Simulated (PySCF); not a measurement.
# [PbI]+: other spin states and a change of charge

Aim: at the relaxed geometry of [PbI]+, try other spin states and a change of charge. The species was built from a template and needn't be a known compound.

Computed with PySCF 2.14.0. Level: PBE, Pb def2-SVP with ECP60, I def2-SVP with ECP28; scalar-relativistic core potentials, no spin–orbit coupling.

1 further run of the same task is left out (for a known fault of the program).

## (1) The system as given

2 atoms, charge 1, spin multiplicity 1.

Bond lengths: Pb1–I2 2.723 Å.

As a file:

```
Pb    0.0000    0.0000   -1.0070
I     0.0000    0.0000    1.7162
```

Formal oxidation states: Pb +2. An earlier session relaxed this geometry at PBE, Pb def2-SVP with ECP60, I def2-SVP with ECP28 (singlet, point group C∞v).

Its energy there is -490.388866 Eh.

## (2) Multiplicity 3 at the relaxed geometry

Contents of run.py (the lines that set the calculation):

```python
mol = gto.M(atom='''
Pb     0.00000     0.00000    -1.00701
I      0.00000     0.00000     1.71622''',
    basis={'Pb': 'def2-SVP', 'I': 'def2-SVP'},
    ecp={'Pb': 'def2-SVP', 'I': 'def2-SVP'},
    charge=1, spin=2)
mf = dft.UKS(mol, xc='PBE')
mf.grids.atom_grid = (50, 194)
mf = mf.density_fit()  # fitting sets: Pb def2-universal-JKFIT, I def2-universal-JKFIT
mf.conv_tol = 1e-08; mf.max_cycle = 55
mf.kernel(dm0)  # dm0: free metal ions and neutral atoms
```

Run with:

```sh
OMP_NUM_THREADS=2 python run.py
```

Standard output:

```text
init E= -491.981783232089
cycle= 1 E= -486.028076480652  delta_E= 5.95  |g|= 2.01  |ddm|= 3.43
cycle= 2 E= -427.436307224103  delta_E= 58.6  |g|=  4.7  |ddm|= 12.3
cycle= 3 E= -489.918891830537  delta_E= -62.5  |g|= 0.835  |ddm|= 11.1
cycle= 4 E= -490.232043040918  delta_E= -0.313  |g|= 0.255  |ddm|= 2.84
cycle= 5 E= -490.261185338773  delta_E= -0.0291  |g|= 0.0912  |ddm|=  1.7
cycle= 6 E= -490.266339815585  delta_E= -0.00515  |g|= 0.0536  |ddm|= 1.65
cycle= 7 E= -490.266790794452  delta_E= -0.000451  |g|= 0.0494  |ddm|= 1.64
cycle= 8 E= -490.267604080944  delta_E= -0.000813  |g|= 0.0396  |ddm|= 1.64
cycle= 9 E= -490.267299786661  delta_E= 0.000304  |g|= 0.0437  |ddm|= 1.64
cycle= 10 E= -490.268120355012  delta_E= -0.000821  |g|= 0.0408  |ddm|= 0.286
cycle= 11 E= -490.26848844349  delta_E= -0.000368  |g|= 0.0403  |ddm|= 0.0839
cycle= 12 E= -490.268899691633  delta_E= -0.000411  |g|= 0.0391  |ddm|= 0.128
cycle= 13 E= -490.269969940443  delta_E= -0.00107  |g|= 0.0375  |ddm|= 0.334
cycle= 14 E= -490.269630239952  delta_E= 0.00034  |g|= 0.04  |ddm|= 0.262
cycle= 15 E= -490.272804681715  delta_E= -0.00317  |g|= 0.0326  |ddm|= 0.521
cycle= 16 E= -490.267946731366  delta_E= 0.00486  |g|= 0.0529  |ddm|= 0.559
cycle= 17 E= -490.268302288579  delta_E= -0.000356  |g|= 0.0504  |ddm|= 0.0168
cycle= 18 E= -490.269973118973  delta_E= -0.00167  |g|= 0.0438  |ddm|= 0.157
cycle= 19 E= -490.257928017648  delta_E= 0.012  |g|= 0.106  |ddm|=  1.5
cycle= 20 E= -490.2664632019  delta_E= -0.00854  |g|= 0.0601  |ddm|= 0.285
cycle= 21 E= -490.273283114062  delta_E= -0.00682  |g|= 0.0311  |ddm|= 1.21
cycle= 22 E= -490.273476857079  delta_E= -0.000194  |g|= 0.0321  |ddm|= 0.0621
cycle= 23 E= -490.273052151229  delta_E= 0.000425  |g|= 0.0368  |ddm|= 0.107
cycle= 24 E= -490.271425271215  delta_E= 0.00163  |g|= 0.0431  |ddm|= 0.795
cycle= 25 E= -490.275129392714  delta_E= -0.0037  |g|= 0.00885  |ddm|= 0.571
cycle= 26 E= -490.275257676684  delta_E= -0.000128  |g|= 0.00132  |ddm|= 0.0736
cycle= 27 E= -490.275259228987  delta_E= -1.55e-06  |g|= 0.000869  |ddm|= 0.00876
cycle= 28 E= -490.275259692121  delta_E= -4.63e-07  |g|= 0.00056  |ddm|= 0.00984
cycle= 29 E= -490.275259978455  delta_E= -2.86e-07  |g|= 0.000282  |ddm|= 0.00316
cycle= 30 E= -490.27526006936  delta_E= -9.09e-08  |g|= 8.55e-05  |ddm|= 0.00413
cycle= 31 E= -490.275260079015  delta_E= -9.65e-09  |g|= 2.96e-05  |ddm|= 0.000536
Extra cycle  E= -490.275260078376  delta_E= 6.38e-10  |g|= 2.71e-05  |ddm|= 0.000548
converged SCF energy = -490.275260078376  <S^2> = 2.0021995  2S+1 = 3.001466
```

It took 2.6 s on 2 threads of Intel Xeon Platinum 8488C (Sapphire Rapids), shared host.

It gives: E = -490.275260 Eh (+3.091 eV from the relaxed state), HOMO -9.05 eV, LUMO -12.84 eV (over both spins), ⟨S²⟩ = 2.002, Mulliken charge on Pb1 +0.54 e. An empty level of one spin lies below a filled level of the other.

## (3) One electron removed, multiplicity 2

Edit run.py (the lines that set the calculation) of step 2 so:

```diff
@@ -5,3 +5,3 @@
     ecp={'Pb': 'def2-SVP', 'I': 'def2-SVP'},
-    charge=1, spin=2)
+    charge=2, spin=1)
 mf = dft.UKS(mol, xc='PBE')
@@ -10,2 +10,2 @@
 mf.conv_tol = 1e-08; mf.max_cycle = 55
-mf.kernel(dm0)  # dm0: free metal ions and neutral atoms
+mf.kernel(dm0)  # dm0: the density of the relaxed state
```

Run with:

```sh
OMP_NUM_THREADS=2 python run.py
```

Standard output:

```text
init E= -490.392121138679
cycle= 1 E= -489.793321255868  delta_E= 0.599  |g|= 0.196  |ddm|= 0.741
  HOMO = -0.757663455834  LUMO = -0.748360779183  gap/eV = 0.25314
cycle= 2 E= -489.667818032496  delta_E= 0.126  |g|= 0.369  |ddm|= 1.61
cycle= 3 E= -489.826546664675  delta_E= -0.159  |g|= 0.0771  |ddm|= 1.55
  HOMO = -0.681159740535  LUMO = -0.67778490574  gap/eV = 0.09183
cycle= 4 E= -489.829656922811  delta_E= -0.00311  |g|= 0.0496  |ddm|= 1.15
cycle= 5 E= -489.830575456722  delta_E= -0.000919  |g|= 0.0391  |ddm|= 1.13
cycle= 6 E= -489.831100926137  delta_E= -0.000525  |g|= 0.032  |ddm|= 1.12
cycle= 7 E= -489.831339689338  delta_E= -0.000239  |g|= 0.0282  |ddm|= 0.312
cycle= 8 E= -489.831323777374  delta_E= 1.59e-05  |g|= 0.0284  |ddm|= 0.644
cycle= 9 E= -489.831604861926  delta_E= -0.000281  |g|= 0.0233  |ddm|= 0.387
cycle= 10 E= -489.831940001598  delta_E= -0.000335  |g|= 0.0152  |ddm|= 0.0204
cycle= 11 E= -489.832185217878  delta_E= -0.000245  |g|= 0.00162  |ddm|= 0.0334
cycle= 12 E= -489.832188090651  delta_E= -2.87e-06  |g|= 0.000153  |ddm|= 0.00414
cycle= 13 E= -489.832188096885  delta_E= -6.23e-09  |g|= 0.000137  |ddm|= 0.000243
cycle= 14 E= -489.832188097531  delta_E= -6.46e-10  |g|= 0.000136  |ddm|= 5.84e-05
cycle= 15 E= -489.832188097771  delta_E= -2.4e-10  |g|= 0.000135  |ddm|= 5.5e-05
cycle= 16 E= -489.832188097816  delta_E= -4.5e-11  |g|= 0.000136  |ddm|= 5.5e-05
cycle= 17 E= -489.832188097982  delta_E= -1.66e-10  |g|= 0.000136  |ddm|= 5.68e-05
cycle= 18 E= -489.832188088619  delta_E= 9.36e-09  |g|= 0.000141  |ddm|= 0.00283
cycle= 19 E= -489.832187432269  delta_E= 6.56e-07  |g|= 0.000585  |ddm|= 0.109
cycle= 20 E= -489.83218720714  delta_E= 2.25e-07  |g|= 0.00064  |ddm|= 0.0509
cycle= 21 E= -489.832188034943  delta_E= -8.28e-07  |g|= 0.000205  |ddm|= 0.149
cycle= 22 E= -489.832187966026  delta_E= 6.89e-08  |g|= 0.000389  |ddm|= 0.0181
cycle= 23 E= -489.832188049363  delta_E= -8.33e-08  |g|= 0.000354  |ddm|= 0.0208
cycle= 24 E= -489.832187693997  delta_E= 3.55e-07  |g|= 0.000758  |ddm|= 0.0498
cycle= 25 E= -489.832186319736  delta_E= 1.37e-06  |g|= 0.00142  |ddm|= 0.0686
cycle= 26 E= -489.832186444415  delta_E= -1.25e-07  |g|= 0.00134  |ddm|= 0.0462
cycle= 27 E= -489.832186953236  delta_E= -5.09e-07  |g|= 0.00119  |ddm|= 0.0408
cycle= 28 E= -489.832188119703  delta_E= -1.17e-06  |g|= 0.000333  |ddm|= 0.092
cycle= 29 E= -489.832186386123  delta_E= 1.73e-06  |g|= 0.00132  |ddm|= 0.00743
cycle= 30 E= -489.832187910003  delta_E= -1.52e-06  |g|= 0.000781  |ddm|= 0.128
cycle= 31 E= -489.83218113352  delta_E= 6.78e-06  |g|= 0.00267  |ddm|= 0.108
cycle= 32 E= -489.832185776497  delta_E= -4.64e-06  |g|= 0.00165  |ddm|= 0.0397
cycle= 33 E= -489.832188213193  delta_E= -2.44e-06  |g|= 0.000656  |ddm|= 0.0157
cycle= 34 E= -489.832187805497  delta_E= 4.08e-07  |g|= 0.000966  |ddm|= 0.0797
cycle= 35 E= -489.832181456421  delta_E= 6.35e-06  |g|= 0.00262  |ddm|= 0.0946
cycle= 36 E= -489.832178865177  delta_E= 2.59e-06  |g|= 0.00305  |ddm|= 0.00408
cycle= 37 E= -489.83217372869  delta_E= 5.14e-06  |g|= 0.00375  |ddm|= 0.0259
cycle= 38 E= -489.832163632476  delta_E= 1.01e-05  |g|= 0.00483  |ddm|= 0.0383
cycle= 39 E= -489.832188782102  delta_E= -2.51e-05  |g|= 0.000222  |ddm|= 0.139
cycle= 40 E= -489.83218876479  delta_E= 1.73e-08  |g|= 0.000296  |ddm|= 0.0447
cycle= 41 E= -489.832188849832  delta_E= -8.5e-08  |g|= 9.56e-05  |ddm|= 0.00689
cycle= 42 E= -489.832188859641  delta_E= -9.81e-09  |g|= 3.22e-06  |ddm|= 0.00107
Extra cycle  E= -489.832188859648  delta_E= -6.71e-12  |g|= 1.96e-06  |ddm|= 3.3e-05
converged SCF energy = -489.832188859648  <S^2> = 0.75238382  2S+1 = 2.0023824
```

Run time: 3 s. Hardware: 2 threads of Intel Xeon Platinum 8488C (Sapphire Rapids), shared host.

Result: E = -489.832189 Eh (+15.148 eV from the relaxed state), HOMO -18.36 eV, LUMO -18.34 eV (over both spins), ⟨S²⟩ = 0.752, Mulliken charge on Pb1 +1.31 e. 

## (4) One electron added, multiplicity 2

Edit run.py (the lines that set the calculation) of step 3 so:

```diff
@@ -5,3 +5,3 @@
     ecp={'Pb': 'def2-SVP', 'I': 'def2-SVP'},
-    charge=2, spin=1)
+    charge=0, spin=1)
 mf = dft.UKS(mol, xc='PBE')
```

Run with:

```sh
OMP_NUM_THREADS=2 python run.py
```

Standard output:

```text
init E= -490.391850014792
  HOMO = -0.340847859598  LUMO = -0.337378341514  gap/eV = 0.09441
cycle= 1 E= -490.605808393916  delta_E= -0.214  |g|= 0.137  |ddm|= 0.913
  HOMO = -0.0970405687723  LUMO = -0.0864105155772  gap/eV = 0.28926
cycle= 2 E= -490.589294429192  delta_E= 0.0165  |g|= 0.203  |ddm|= 1.45
  HOMO = -0.128609201021  LUMO = -0.108345370138  gap/eV = 0.55141
cycle= 3 E= -490.62521936567  delta_E= -0.0359  |g|= 0.0538  |ddm|= 0.437
  HOMO = -0.133435175749  LUMO = -0.114468781153  gap/eV = 0.51610
cycle= 4 E= -490.62605767999  delta_E= -0.000838  |g|= 0.0362  |ddm|= 1.22
  HOMO = -0.136347563805  LUMO = -0.113630631119  gap/eV = 0.61816
cycle= 5 E= -490.626983325299  delta_E= -0.000926  |g|= 0.0216  |ddm|= 1.21
  HOMO = -0.136391924197  LUMO = -0.112941215801  gap/eV = 0.63813
cycle= 6 E= -490.6270252662  delta_E= -4.19e-05  |g|= 0.0208  |ddm|= 1.21
  HOMO = -0.13653157842  LUMO = -0.111519303014  gap/eV = 0.68062
cycle= 7 E= -490.627161378498  delta_E= -0.000136  |g|= 0.0181  |ddm|= 0.0282
  HOMO = -0.136661538156  LUMO = -0.113210467648  gap/eV = 0.63814
cycle= 8 E= -490.627267099618  delta_E= -0.000106  |g|= 0.0158  |ddm|= 0.0903
  HOMO = -0.136752345277  LUMO = -0.114370157908  gap/eV = 0.60905
cycle= 9 E= -490.627341345324  delta_E= -7.42e-05  |g|= 0.014  |ddm|= 0.109
  HOMO = -0.137165469011  LUMO = -0.120093511606  gap/eV = 0.46455
cycle= 10 E= -490.627563662098  delta_E= -0.000222  |g|= 0.00593  |ddm|= 0.0352
  HOMO = -0.137430918135  LUMO = -0.124201741995  gap/eV = 0.35998
cycle= 11 E= -490.627612978765  delta_E= -4.93e-05  |g|= 0.000293  |ddm|= 0.0191
  HOMO = -0.137443745319  LUMO = -0.12445577879  gap/eV = 0.35342
cycle= 12 E= -490.627613117717  delta_E= -1.39e-07  |g|= 3.42e-05  |ddm|= 0.00121
  HOMO = -0.137440520164  LUMO = -0.124446653619  gap/eV = 0.35358
cycle= 13 E= -490.627613118765  delta_E= -1.05e-09  |g|= 1.74e-05  |ddm|= 7.48e-05
  HOMO = -0.137442301  LUMO = -0.124437372162  gap/eV = 0.35388
Extra cycle  E= -490.627613118981  delta_E= -2.17e-10  |g|= 1.31e-05  |ddm|= 6.64e-05
converged SCF energy = -490.627613118981  <S^2> = 0.75238175  2S+1 = 2.0023803
```

It took 1.1 s on 2 threads of Intel Xeon Platinum 8488C (Sapphire Rapids), shared host.

Read off: E = -490.627613 Eh (-6.497 eV from the relaxed state), HOMO -3.74 eV, LUMO -3.70 eV (over both spins), ⟨S²⟩ = 0.752, Mulliken charge on Pb1 +0.21 e. 

## (5) Results

| state | energy from the relaxed state (eV) | ⟨S²⟩ | time |
| --- | --- | --- | --- |
| charge +1, singlet, vacuum (relaxed) | 0 | 0.00 |  |
| charge 0, doublet, vacuum | -6.50 | 0.75 | 1.1 s |
| charge +1, triplet, vacuum | 3.09 | 2.00 | 2.6 s |
| charge +2, doublet, vacuum | 15.15 | 0.75 | 3 s |

An electron taken off or put on is at rest in vacuum. 

Removing an electron vertically costs 15.15 eV (doublet), against −HOMO = 11.99 eV. Adding an electron vertically releases 6.50 eV (doublet). The triplet lies 3.09 eV above at this geometry. The bases are small and lack diffuse functions. Spin–orbit coupling is left out.
